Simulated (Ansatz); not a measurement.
# GaH₂F (built from SMILES [F][GaH2]): single points off equilibrium

An exercise on one series of results from a longer session: the logs are not shown, and one member is left open.

Program: Ansatz 0.2.0, Gaussian basis. Level of theory: single points in def2-TZVPP. These are calculated values, not measurements.

Correlated methods freeze the cores. Filled d shells of the heavier atoms are correlated.

## Starting geometry

4 atoms, charge 0, spin multiplicity 1.

Atoms are counted from 1 here; the program's logs count them from 0.

Bond lengths: Ga1–F2 1.929 Å, Ga1–H4 1.941 Å, F2–H3 1.151 Å. Angles: F2–Ga1–H4 173.2°, Ga1–F2–H3 78.6°.

As a file:

```xyz
4
charge 0, multiplicity 1
Ga   -0.0048    0.2047    0.4273
F     0.8919   -0.8539   -0.9123
H    -0.0291   -0.4819   -1.4941
H    -0.8938    1.0846    1.9110
```

Set-up of the first run:

Contents of run/in.yaml:

```yaml
crystal:
  periodic: [false, false, false]
  atoms:
    - {symbol: Ga, position_ang: [-0.004800, 0.204700, 0.427300]}
    - {symbol: F, position_ang: [0.891900, -0.853900, -0.912300]}
    - {symbol: H, position_ang: [-0.029100, -0.481900, -1.494100]}
    - {symbol: H, position_ang: [-0.893800, 1.084600, 1.911000]}
basis:
  gaussian: {orbitals: def2-TZVPP}
correlation: {method: ccsd_t}
output: {forces: true}
```

The command line of these runs was not kept.

Steps of the session up to this table: CCSD(T)/def2-TZVPP; PBE0-D4/def2-TZVPP; wB97M-V/def2-TZVPP; r2SCAN-D4/def2-TZVPP; PBE-D4/def2-TZVPP; r2SCAN0-D4/def2-TZVPP; revPBE-D4/def2-TZVPP.

One table of the session follows, with a row left open; its other results are not shown here.

| method | RMS force component (eV/Å) | angle to CCSD(T) forces (°) | dipole (D) |
| --- | --- | --- | --- |
| CCSD(T) | 1.526 | reference | 1.35 |
| PBE0-D4 | 1.574 | 2.6 | 1.55 |
| wB97M-V | 1.730 | 1.6 | 1.83 |
| r2SCAN-D4 | 1.440 | 9.8 | 1.52 |
| PBE-D4 | 1.452 | 13.6 | 1.37 |
| r2SCAN0-D4 | ? | ? | ? |
| revPBE-D4 | 1.464 | 16.2 | 1.43 |

Q: Estimate the row for r2SCAN0-D4 from the others.

**Answer.** RMS force component (eV/Å): 1.568; angle to CCSD(T) forces (°): 3.0; dipole (D): 1.63. In the column «RMS force component (eV/Å)» it lies between CCSD(T) (1.526) and PBE0-D4 (1.574).
